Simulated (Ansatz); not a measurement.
# In₂H₆S₂: up Jacob's ladder to CCSD(T)

The task here is to estimate one member of a computed series from the others.

Method: functionals in def2-TZVPP, the program's frozen cores in correlated methods; program: Ansatz 0.2.0, Gaussian basis.

Levels to be run: LDA (SPW92), PBE-D4, revPBE-D4, BLYP-D4, r2SCAN-D4, B97M-V, PBE0-D4, B3LYP-D4, r2SCANh-D4, r2SCAN0-D4, HSE06-D4, BHLYP-D4, CAM-B3LYP-D4, LC-ωPBE, ωB97X-V, ωB97M-V, B2PLYP, PBE-QIDH; CCSD(T)/def2-SVP; CCSD(T)/def2-TZVPP; MP2/def2-QZVPP; extrapolation to the limit; RPA on PBE.

## The geometry

The geometry comes from an earlier relaxation with PBE0-D4 in a triple-zeta def2 set; it is a stationary point, not always the lowest conformer. In takes the def2 core potential; no spin-orbit term is included.

SMILES `[SH+]1[InH2-][SH+][InH2-]1`, 10 atoms, charge 0, spin multiplicity 1.

Atoms are counted from 1 here; the program's logs count them from 0.

Bond lengths: S1–In2 2.601 Å, S1–In4 2.601 Å, S1–H5 1.343 Å, In2–S3 2.601 Å, In2–H6 1.708 Å, In2–H7 1.710 Å, S3–In4 2.601 Å, S3–H8 1.343 Å, In4–H9 1.710 Å, In4–H10 1.708 Å. Angles: In2–S1–In4 87.3°, In2–S1–H5 95.0°, In4–S1–H5 95.0°, S1–In2–S3 91.9°, S1–In2–H6 104.6°, S1–In2–H7 106.5°, S3–In2–H6 104.6°, S3–In2–H7 106.5°, H6–In2–H7 134.6°, In2–S3–In4 87.3°, In2–S3–H8 95.0°, In4–S3–H8 95.0°, S1–In4–S3 91.9°, S1–In4–H9 106.5°, S1–In4–H10 104.6°, S3–In4–H9 106.5°, S3–In4–H10 104.6°, H9–In4–H10 134.6°.

Geometry (Å):

```xyz
10
charge 0, multiplicity 1
S     0.32495    0.99899   -1.54711
In    1.47836   -1.01734   -0.37643
S    -0.16554   -0.89801    1.63594
In   -1.01096    1.35829    0.65578
H    -0.62623    0.26121   -2.14276
H     2.94536   -0.38434    0.22701
H     1.04914   -2.40957   -1.27244
H    -1.11876   -1.64411    1.05407
H    -2.66067    1.13086    0.26578
H    -0.13234    2.55281    1.50316
```

Set-up of the first run:

Contents of in.yaml:

```yaml
crystal:
  periodic: [false, false, false]
  atoms:
    - {symbol: S, position_ang: [0.324946, 0.998988, -1.547110]}
    - {symbol: In, position_ang: [1.478364, -1.017340, -0.376431]}
    - {symbol: S, position_ang: [-0.165545, -0.898014, 1.635941]}
    - {symbol: In, position_ang: [-1.010963, 1.358291, 0.655783]}
    - {symbol: H, position_ang: [-0.626232, 0.261215, -2.142758]}
    - {symbol: H, position_ang: [2.945357, -0.384339, 0.227009]}
    - {symbol: H, position_ang: [1.049139, -2.409565, -1.272441]}
    - {symbol: H, position_ang: [-1.118762, -1.644109, 1.054074]}
    - {symbol: H, position_ang: [-2.660669, 1.130863, 0.265777]}
    - {symbol: H, position_ang: [-0.132336, 2.552808, 1.503158]}
basis:
  gaussian: {orbitals: def2-TZVPP}
hamiltonian: {xc: lda}
output: {orbitals: {seedname: orbitals}}
```

The run is started by

```console
> ansatz run in.yaml --threads 4 --pin off --events-out ev --progress --plain --max-ram 11315MiB
```

Steps of the session up to this table: LDA; PBE-D4 (GGA); revPBE-D4 (GGA); BLYP-D4 (GGA); r2SCAN-D4 (meta-GGA); B97M-V (meta-GGA); PBE0-D4 (hybrid); B3LYP-D4 (hybrid); r2SCANh-D4 (hybrid); r2SCAN0-D4 (hybrid); HSE06-D4 (hybrid); BHLYP-D4 (hybrid); CAM-B3LYP-D4 (range-separated); LC-ωPBE (range-separated); ωB97X-V (range-separated); ωB97M-V (range-separated); B2PLYP (double hybrid); PBE-QIDH (double hybrid).

One of the session's tables, all rows but one given; the rest of the session is left out.

It belongs to the step «Frontier levels by functional». 

| functional | HOMO (eV) | gap (eV) |
| --- | --- | --- |
| LDA (SPW92) | ? | ? |
| PBE-D4 | -6.74 | 5.16 |
| revPBE-D4 | -6.69 | 5.24 |
| BLYP-D4 | -6.57 | 5.08 |
| r2SCAN-D4 | -7.03 | 5.81 |
| B97M-V | -7.13 | 5.67 |
| PBE0-D4 | -7.86 | 6.97 |
| B3LYP-D4 | -7.64 | 6.52 |
| r2SCANh-D4 | -7.43 | 6.44 |
| r2SCAN0-D4 | -8.05 | 7.38 |
| HSE06-D4 | -7.47 | 6.23 |
| BHLYP-D4 | -8.87 | 8.60 |
| CAM-B3LYP-D4 | -9.10 | 8.96 |
| LC-ωPBE | -10.43 | 11.32 |
| ωB97X-V | -10.10 | 10.85 |
| ωB97M-V | -9.92 | 10.31 |

**Question.** Estimate the row for LDA (SPW92).

The run gave: HOMO (eV): -6.84; gap (eV): 5.00. In the column «HOMO (eV)» it lies between r2SCAN-D4 (-7.03) and PBE-D4 (-6.74).
